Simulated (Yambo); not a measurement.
# TiC (Fm-3m) in Yambo: a series of runs, part 3 of 3

Yambo 5.3.0. Earlier steps stand in the parts before.

## (5) Optical spectrum, LDA

Contents of optics7.in:

```
optics
chi
Chimod= "HARTREE"
% BndsRnXd
 1 | 33 |
%
NGsBlkXd= 1 Ry
% LongDrXd
 1 | 1 | 1 |
%
% QpntsRXd
 1 | 1 |
%
% EnRngeXd
 0 | 10 | eV
%
% DmRngeXd
 0.2 | 0.2 | eV
%
ETStpsXd= 200
```

Contents of scf.in:

```
&CONTROL
  calculation = 'scf'
  prefix = 'pwscf'
  outdir = './tmp'
  pseudo_dir = './pseudo'
/
&SYSTEM
  ibrav = 0
  nat = 2
  ntyp = 2
  ecutwfc = 84
  nbnd = 14
  occupations = 'smearing'
  smearing = 'fd'
  degauss = 0.00367493
  force_symmorphic = .true.
/
&ELECTRONS
  conv_thr = 4d-10
  electron_maxstep = 120
  mixing_beta = 0.5
/
ATOMIC_SPECIES
Ti    47.8670 Ti.upf
C     12.0110 C.upf
CELL_PARAMETERS bohr
   0.0000000000    4.0926154775    4.0926154775
   4.0926154775    0.0000000000    4.0926154775
   4.0926154775    4.0926154775    0.0000000000
ATOMIC_POSITIONS bohr
Ti     0.0000000000    0.0000000000    0.0000000000
C      4.0926154775    4.0926154775    4.0926154775
K_POINTS automatic
12 12 12 0 0 0
```

Contents of nscf.in:

```
&CONTROL
  calculation = 'nscf'
  prefix = 'pwscf'
  outdir = './tmp'
  pseudo_dir = './pseudo'
/
&SYSTEM
  ibrav = 0
  nat = 2
  ntyp = 2
  ecutwfc = 84
  nbnd = 158
  occupations = 'smearing'
  smearing = 'fd'
  degauss = 0.00367493
  force_symmorphic = .true.
/
&ELECTRONS
  conv_thr = 1d-08
  diago_full_acc = .true.
  diago_thr_init = 1d-06
/
ATOMIC_SPECIES
Ti    47.8670 Ti.upf
C     12.0110 C.upf
CELL_PARAMETERS bohr
   0.0000000000    4.0926154775    4.0926154775
   4.0926154775    0.0000000000    4.0926154775
   4.0926154775    4.0926154775    0.0000000000
ATOMIC_POSITIONS bohr
Ti     0.0000000000    0.0000000000    0.0000000000
C      4.0926154775    4.0926154775    4.0926154775
K_POINTS automatic
6 6 6 0 0 0
```

Potentials or basis: PseudoDojo 0.4.1 SR LDA standard.

Started as:

```console
> OMP_NUM_THREADS=1 pw.x -in scf.in > scf.out
> OMP_NUM_THREADS=1 pw.x -in nscf.in > nscf.out
> cd tmp/pwscf.save; p2y; mv SAVE ../..; cd ../..
> OMP_NUM_THREADS=1 yambo
> OMP_NUM_THREADS=1 yambo -F optics7.in -J optics7 -C optics7_out
```

Yambo's report:

```text
[... sections 02.01 to 02.04 as in the set-up run ...]

  [02.05] Energies & Occupations
  ==============================

  [X] === General ===
  [X] Electronic Temperature                        :  0.258606E-1   300.100    [eV K]
  [X] Bosonic    Temperature                        :  0.258606E-1   300.100    [eV K]
  [X] Finite Temperature mode                       : yes
  [X] El. density                                   :  0.78756E+24 [cm-3]
  [X] Fermi Level                                   :  14.29457 [eV]

  [X] === Gaps and Widths ===
  [X] Conduction Band Min                           :  14.29457 [eV]
  [X] Valence Band Max                              :  14.29457 [eV]
  [X] Filled Bands                                  :   5
  [X] Metallic Bands                                :   6   9
  [X] Empty Bands                                   :   10  158

  [X] === Metallic Characters ===
  [X] N of el / N of met el                         :  16.00000   5.62639
  [X] Average metallic occ.                         :  0.351649
[... 25 lines left out ...]
 Q [14]         [rlu]:  0.166667  0.333333  0.500000
 Q [15]         [rlu]:  0.166667  0.333333 -0.333333
 Q [16]         [rlu]:  0.166667 -0.500000 -0.333333

 [WARNING] [Xd] User bands 1-33 break level degeneracy

 [04] Dipoles
 ============

  [04.01] Setup: observables and procedures
  =========================================

  [WF-Oscillators/G space/Transverse up loader] Normalization (few states)  min/max  :  0.32669E-16   1.0000

  [WR./optics7//ndb.dipoles]------------------------------------------------------
   Brillouin Zone Q/K grids (IBZ/BZ)                :   16  216   16  216
   RL vectors                                       :  2421 [WF]
   Fragmentation                                    : yes
   Electronic Temperature                           :  300.1000 [K]
   Bosonic    Temperature                           :  300.1000 [K]
   DIP band range                                   :    1   33
   DIP band range limits                            :   9   6
   DIP e/h energy range                             : -1.000000 -1.000000 [eV]
   RL vectors in the sum                            :  2421
   [r,Vnl] included                                 : yes
   Bands ordered                                    : yes
   Direct v evaluation                              : no
   Approach used                                    : G-space v
   Dipoles computed                                 : R V P [G-space]
   Wavefunctions                                    : Slater exchange(X)+Perdew & Wang(C)

  [WARNING] [r,Vnl^pseudo] included in position and velocity dipoles.

  [WARNING] In case H contains other non local terms, these are neglected

 [05] Optics
 ===========

 [X-CG] R(p) Tot o/o(of R):    2541   43832     100

 [WARNING] The system is a metal but Drude term not included.
```

Run time: 38 s. Hardware: 1 thread of Intel Xeon 6975P-C (Granite Rapids), shared host; peak memory 0.29 GiB.

What came out:

| Item | Value |
| --- | --- |
| Band gap on the k mesh, mean-field level | none (metal or under the smearing width) |

Dielectric function (along the field direction of the input):
```tsv
energy (eV)	real part	imaginary part
0.25	73.24	511.65
0.55	-91.35	112.23
0.90	-27.90	29.68
1.26	3.02	16.14
1.56	20.97	23.08
1.91	10.97	46.80
2.26	-14.32	38.94
2.56	-9.56	16.92
2.91	-5.73	16.52
3.27	-4.32	16.67
3.57	-3.47	10.25
3.92	-0.50	9.88
4.27	2.13	10.66
4.57	-0.35	13.68
4.92	0.13	12.44
5.28	-0.97	9.83
5.63	-2.13	12.56
5.93	-3.73	9.39
6.28	-2.85	7.70
6.63	-0.79	8.02
6.93	-3.34	10.03
7.29	-6.69	7.81
7.64	-4.94	3.25
7.94	-2.33	2.89
8.29	-1.09	3.79
8.64	-1.84	5.86
8.94	-3.14	5.58
9.30	-3.78	3.36
9.65	-1.99	2.33
10.00	-2.11	3.55
```

Caveat: the k mesh is coarse (spacing up to 0.42 Å⁻¹), so the values aren't converged; the intraband (Drude) term of the metal is left out; the ground state has no gap, which makes the many-body step unreliable; spectra need much finer meshes, so this one isn't converged; these spectra lack excitons.

## (6) Overview

```tsv
task	random integration of the Coulomb term	direction of the field or of q to 0	broadening	states corrected	frequency dependence of W	gap on the mesh (eV)
G0W0 quasiparticle levels	yes	x + y + z	0.1 eV	Γ and the k points of the band edges	plasmon pole	none
Hartree-Fock levels	yes	-	-	all k points	-	none
optical spectrum	-	x	0.2 eV	-	-	none
optical spectrum	-	x + y + z	0.2 eV	-	-	none
```

Alike in all rows: level LDA; potentials or basis PseudoDojo 0.4.1 SR LDA standard; no spin polarisation; cell as given; k mesh 6 × 6 × 6; cutoff (eV) 1143; smearing fermi-dirac 0.05 eV; the mesh is coarse, so values aren't converged.

Caveats: all runs use coarse meshes; the ground state has no gap, which makes the many-body step unreliable; the intraband (Drude) term of the metal is left out (some runs); spectra need much finer meshes, so this one isn't converged (some runs); the plasmon-pole model is rough for a metal (some runs); this version prints the column dSc/dw multiplied by 27.2 (some runs); the terminator is approximate in this version, by hundredths of an eV (some runs); independent-particle spectra lack excitons (some runs).

Total energies depend on the potentials used, so only differences within one code and one set of settings carry meaning.
